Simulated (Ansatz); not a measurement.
# wB97M-V/6-31G(d) (spherical functions) run of C5H12Si (vinyltrimethylsilane)

Aim: the electronic atomisation energy of C5H12Si (vinyltrimethylsilane) at wB97M-V/6-31G* (spherical functions), from 4 runs. 

The calculation is run with Ansatz 0.2.0.

31 further runs of the same task are left out: 31 set aside as unsound or not needed.

### 1 The molecule

C5H12Si: 18 atoms, total charge 0, spin state singlet. As SMILES, `C=C[Si](C)(C)C`. The coordinates come from a PBE0-D4/def2-TZVP relaxation. This is one conformer, not always the lowest.

Some bond lengths: C1–C2 1.330 Å, C2–Si3 1.869 Å, Si3–C4 1.873 Å, Si3–C5 1.875 Å, Si3–C6 1.875 Å, C1–H7 1.087 Å, C1–H8 1.087 Å, C2–H9 1.091 Å, C4–H10 1.093 Å, C4–H11 1.093 Å, C4–H12 1.093 Å, C5–H13 1.093 Å, C5–H14 1.094 Å, C5–H15 1.093 Å, C6–H16 1.093 Å, C6–H17 1.093 Å. Some angles: C1–C2–Si3 124.8°, C2–Si3–C4 109.7°, C2–Si3–C5 108.9°, C2–Si3–C6 108.9°, C4–Si3–C5 110.1°, C4–Si3–C6 110.1°, C5–Si3–C6 109.2°, C1–C2–H9 117.2°, Si3–C2–H9 118.0°, C2–C1–H7 122.5°.

### 2 The energy at wB97M-V/6-31G(d) (spherical functions)

The input, input.yaml:

```yaml
crystal:
  periodic: [false, false, false]
  atoms:
    - {symbol: C, position_ang: [-2.463470, -0.560850, 0.441110]}
    - {symbol: C, position_ang: [-1.600000, 0.041460, -0.372240]}
    - {symbol: Si, position_ang: [0.250010, 0.097990, -0.111240]}
    - {symbol: C, position_ang: [0.693770, -0.817270, 1.461280]}
    - {symbol: C, position_ang: [0.791320, 1.889350, 0.012330]}
    - {symbol: C, position_ang: [1.095130, -0.702450, -1.581740]}
    - {symbol: H, position_ang: [-3.533840, -0.570330, 0.252000]}
    - {symbol: H, position_ang: [-2.138230, -1.076560, 1.340760]}
    - {symbol: H, position_ang: [-2.008990, 0.536650, -1.254490]}
    - {symbol: H, position_ang: [0.218540, -0.365270, 2.335650]}
    - {symbol: H, position_ang: [1.775050, -0.792910, 1.621980]}
    - {symbol: H, position_ang: [0.389440, -1.865980, 1.413780]}
    - {symbol: H, position_ang: [0.321910, 2.383320, 0.866720]}
    - {symbol: H, position_ang: [1.875770, 1.963820, 0.132240]}
    - {symbol: H, position_ang: [0.516990, 2.446350, -0.887640]}
    - {symbol: H, position_ang: [0.807560, -1.752570, -1.676110]}
    - {symbol: H, position_ang: [0.825840, -0.197420, -2.513330]}
    - {symbol: H, position_ang: [2.183160, -0.657310, -1.481070]}
basis:
  gaussian: {orbitals: 6-31G_st_-spherical.json}
hamiltonian: {xc: {name: wB97M-V}}
accuracy: high
output: {orbitals: {seedname: orbitals}}
```

The basis set 6-31G* is read from a file made from the Basis Set Exchange's data (not shown).

Launch:

```console
$ ansatz run input.yaml --threads 1 --pin off --max-ram 3480MiB --events-out events.jsonl --progress --plain --runs-dir runs
```

The program printed:

```text
Warning: RAYON_NUM_THREADS=1 ignored (pool sized by the plan → 1); use --threads N
Functional definition: wB97M-V
  name "wB97M-V"
  parameter omega = 0.3/bohr
  parameter cx = 0.15
  parameter cx01 = 1.007
  parameter cx10 = 0.259
  parameter css00 = 0.443
  parameter css04 = -1.437
  parameter css10 = -4.535
  parameter css20 = -3.390
  parameter css43 = 4.278
  parameter cos00 = 1.000
  parameter cos10 = 1.358
  parameter cos20 = 2.924
  parameter cos21 = -8.812
  parameter cos60 = -1.390
  parameter cos61 = 9.142
  parameter b = 6.0
  parameter c = 0.01
  gx(w, u) = 1 - cx + cx01*u + cx10*w
  gss(w, u) = css00 + css04*u^4 + css10*w + css20*w^2 + css43*w^4*u^3
  gos(w, u) = cos00 + cos10*w + (cos20 + cos21*u)*w^2 + (cos60 + cos61*u)*w^6
  exchange = spin_sum(e_x_unif_sr(omega)*gx(b97_w, b97_u_x)) + cx*exact_x_sr(omega) + exact_x_lr(omega)
  correlation = spin_sum(e_c_pw_mod_same_spin*gss(b97_w, b97_u_same))
      + integral(e_c_pw_mod_opposite_spin*gos(b97_w_opposite, b97_u_opposite)) + vv10(b, c)
2859 factors; integrals over basis functions are off by at most 4.2e-9 eV
503 factors; integrals over basis functions are off by at most 1.8e-9 eV
mean field evaluation 1: about -13248.3528 eV, gradient 5.0e1 eV
mean field evaluation 2: about -13251.6337 eV, gradient 3.3e1 eV
mean field evaluation 4: about -13254.2177 eV, gradient 1.3e0 eV
mean field evaluation 8: about -13254.4508 eV, gradient 4.2e-2 eV
mean field evaluation 16: about -13254.4508 eV, gradient 1.3e-5 eV
mean field -13254.45079519 eV, -487.0920825337 hartree, gradient 7.4e-8 eV, S^2 0.000000; 0 other end points of the search recorded, 0 dependent functions left out
reference -13254.45079958 eV, -487.0920826950 hartree; 28, 28 occupied and 84, 84 virtual orbitals, 2859 factors
Total energy: -13254.45079958 eV, -487.0920826950 hartree
```

Wall time 65 s (1 thread of Intel Xeon 6975P-C (Granite Rapids), shared host); peak memory 0.99 GiB.

### 3 The C atom, same level

The input, job.yaml:

```yaml
basis:
  gaussian:
    orbitals: 6-31G_st_-spherical.json
crystal:
  periodic: [false, false, false]
  atoms:
    - {symbol: C, position_ang: [0.000000, 0.000000, 0.000000]}
magnetization:
  spin_polarized: true
  initial_magnetization: 2
hamiltonian:
  xc: {name: wB97M-V}
accuracy: high
```

The basis set 6-31G* is read from a file made from the Basis Set Exchange's data (not shown).

Run the same way, it converges to -37.83053 Eh (log not shown).

### 4 The H atom

The input, molecule.yaml:

```yaml
crystal:
  periodic: [false, false, false]
  atoms:
    - {symbol: H, position_ang: [0.000000, 0.000000, 0.000000]}
basis:
  gaussian:
    orbitals: "6-31G*"
magnetization:
  spin_polarized: true
  initial_magnetization: 1
hamiltonian:
  xc: {name: wB97M-V}
accuracy: high
```

Launch:

```console
$ ansatz run molecule.yaml --threads 1 --pin off --max-ram 3480MiB --events-out events.jsonl --progress --plain --runs-dir runs
```

The program printed (excerpt; [...] marks lines left out):

```text
Warning: RAYON_NUM_THREADS=1 ignored (pool sized by the plan → 1); use --threads N
[... 2 set-up lines as earlier in the session ...]
[...]
  gx(w, u) = 1 - cx + cx01*u + cx10*w
  gss(w, u) = css00 + css04*u^4 + css10*w + css20*w^2 + css43*w^4*u^3
  gos(w, u) = cos00 + cos10*w + (cos20 + cos21*u)*w^2 + (cos60 + cos61*u)*w^6
[...]
      + integral(e_c_pw_mod_opposite_spin*gos(b97_w_opposite, b97_u_opposite)) + vv10(b, c)
3 factors; integrals over basis functions are off by at most 5.4e-10 eV
3 factors; integrals over basis functions are off by at most 5.2e-10 eV
[...]
mean field -13.36299245 eV, -0.4910809148 hartree, gradient 3.2e-8 eV, S^2 0.750000; 0 other end points of the search recorded, 0 dependent functions left out
reference -13.36299388 eV, -0.4910809675 hartree; 1, 0 occupied and 1, 2 virtual orbitals, 3 factors
Total energy: -13.36299388 eV, -0.4910809675 hartree
```

Run time: 0.28 s. Hardware: 1 thread of Intel Xeon 6975P-C (Granite Rapids), shared host.

### 5 The Si atom

The input, job.yaml:

```yaml
crystal:
  periodic: [false, false, false]
  atoms:
    - {symbol: Si, position_ang: [0.000000, 0.000000, 0.000000]}
basis:
  gaussian:
    orbitals: 6-31G_st_-spherical.json
accuracy: high
magnetization:
  spin_polarized: true
  initial_magnetization: 2
hamiltonian:
  xc: {name: wB97M-V}
```

The basis set 6-31G* is read from a file made from the Basis Set Exchange's data (not shown).

Run the same way, it converges to -289.33209 Eh (log not shown).

### 6 Outcome

Level: wB97M-V/6-31G* (spherical functions).

| quantity | value |
| --- | --- |
| molecule: total energy | -487.09208 Eh |
| molecule: HOMO energy | -9.55 eV |
| molecule: LUMO energy | 2.57 eV |
| molecule: HOMO–LUMO gap | 12.13 eV |
| C atom: total energy | -37.83053 Eh |
| C atom: ⟨S²⟩ | 2.001 |
| H atom: total energy | -0.49108 Eh |
| H atom: ⟨S²⟩ | 0.750 |
| Si atom: total energy | -289.33209 Eh |
| Si atom: ⟨S²⟩ | 2.001 |
| electronic atomisation energy | 73.861 eV |

**Reading.** Taking the molecule apart into free atoms costs 73.86 eV (7127 kJ/mol), before zero-point energy and without spin-orbit coupling.
